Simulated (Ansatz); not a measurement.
# CsLiCr2Te2S3 in Ansatz: convergence with k mesh

Crystal: CsLiCr2Te2S3.

```
Cs Li Cr Te S
1.0
     3.60358    0.00000    0.00000
    -1.80179    3.12079    0.00000
     0.00000    0.00000   19.06651
Cs Li Cr Te S
1 1 2 2 3
Direct
  0.00000 0.00000 0.37399
  0.66667 0.33333 0.01607
  0.00000 0.00000 0.86637
  0.33333 0.66667 0.16833
  0.33333 0.66667 0.53891
  0.66667 0.33333 0.77276
  0.00000 0.00000 0.10030
  0.33333 0.66667 0.92920
  0.66667 0.33333 0.23408
```

The cell was built by a generator and needn't be a form met in nature.

- Program: Ansatz 0.2.0
- Task: convergence study
- Functional: PBE
- Potentials or basis: Ansatz PAW
- Cutoff: 420 eV (not typed: the program's choice for these potentials)
- k mesh: 3 × 3 × 1
- Occupations: fermi-dirac, width 0.05 eV
- Spin: collinear spin, ferromagnetic start
- Starting moments: [0.0, 0.0, 3.0, 3.0, 0.0, 0.0, 0.0, 0.0, 0.0] μB

These are the settings of the first run; the series varies k mesh, with any setting tied to it.

Hardware: 8 threads of Arm Neoverse V2, on a shared host.

Q: The values tried are 3 × 3 × 1, 4 × 4 × 1, 5 × 5 × 1, 6 × 6 × 1, 8 × 8 × 2, 10 × 10 × 2, 12 × 12 × 2, 14 × 14 × 3, loosest first. From which on does the energy stay within 1 meV/atom of the tightest run that finished?

A: From 12 × 12 × 2 on.

| k mesh | energy less the tightest run, at zero smearing (meV/atom) | pressure (GPa) | largest force (eV/Å) | absolute moment (μB) | SCF cycles | CPU time (s) | peak memory (GiB) |
| --- | --- | --- | --- | --- | --- | --- | --- |
| 3 × 3 × 1 | -22.13 | 0.20 | 0.259 | 7.06 | 37 | 29 | 0.75 |
| 4 × 4 × 1 | -17.08 | -0.19 | 0.170 | 6.70 | 36 | 31 | 0.81 |
| 5 × 5 × 1 | 11.45 | 0.08 | 0.086 | 6.97 | 36 | 46 | 0.9 |
| 6 × 6 × 1 | 3.55 | 0.01 | 0.079 | 6.70 | 32 | 53 | 0.94 |
| 8 × 8 × 2 | 0.23 | 0.02 | 0.012 | 6.67 | 32 | 140 | 1.2 |
| 10 × 10 × 2 | 2.73 | -0.05 | 0.055 | 6.66 | 33 | 220 | 1.3 |
| 12 × 12 × 2 | 0.88 | -0.01 | 0.004 | 6.67 | 32 | 290 | 1.5 |
| 14 × 14 × 3 | 0.00 | 0.01 | 0.013 | 6.67 | 30 | 470 | 2 |

Against the tightest run, the pressure stays within 0.1 GPa from 5 × 5 × 1 on; the absolute moment stays within 0.02 μB from 8 × 8 × 2 on. Not settled before the last step: the largest force (to 0.005 eV/Å). Meshes of other sizes hit other points, so gaps and Fermi surfaces needn't settle smoothly. The tightest run that finished is the yardstick and may itself not be fully converged.

Caveat, for the tightest run too: only a ferromagnetic start was run, and an antiferromagnetic order may lie lower in energy. Spin-orbit coupling is left out, which matters for the levels of Cs, Te.
